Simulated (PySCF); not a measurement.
# C3H7NSi: the cost of one run

The runs use PySCF 2.14.0, with density-fitted response routines of our own; the level of theory stands in each step. All values are computed, except where a source is named. Atoms count from 0, in the outputs and in this text.

### 1 Starting geometry

12 atoms, charge 0, multiplicity 1; geometry from: GFN2-xTB. The atoms were then displaced at random by about 0.01 Å, so the start is not that level's minimum.

Bonds of the start (Å): C0–C1 1.30, C1–C2 1.44, C2–N3 1.29, N3–Si4 1.68, C0–H5 1.10, C0–H6 1.09, C1–H7 1.07, C2–H8 1.12, Si4–H9 1.47, Si4–H10 1.48, Si4–H11 1.45.

### 2 Optimising the geometry at PBE0-D3(BJ)/def2-SVP

The job: settings as JSON, then the geometry in Å.

```
{"job": {"xc": "PBE0", "basis": "def2-SVP", "d3": "d3bj", "grid": 1, "shake": 0.01, "kind": "geom"}, "charge": 0, "multiplicity": 1}
C     -2.520670     0.646870     0.360270
C     -1.571110    -0.132250    -0.062970
C     -0.181110     0.173360     0.129260
N      0.774290    -0.570150    -0.322600
Si     2.452090    -0.539950    -0.322380
H     -3.583880     0.448040     0.189050
H     -2.319200     1.591940     0.875100
H     -1.758610    -1.043770    -0.590940
H      0.044290     1.102160     0.721290
H      2.815880    -1.787160     0.358260
H      3.084170     0.596730     0.382070
H      2.803560    -0.514090    -1.725440
```

The run is started by

```console
$ OMP_NUM_THREADS=1 python probes_run.py task.json out
```

This one command runs all jobs of the session in turn.

**Question.** How long does this first job take on 1 thread of Intel Xeon Platinum 8488C, shared host, and how much memory does it need?

About 43 s, with a peak of 0.45 GiB.
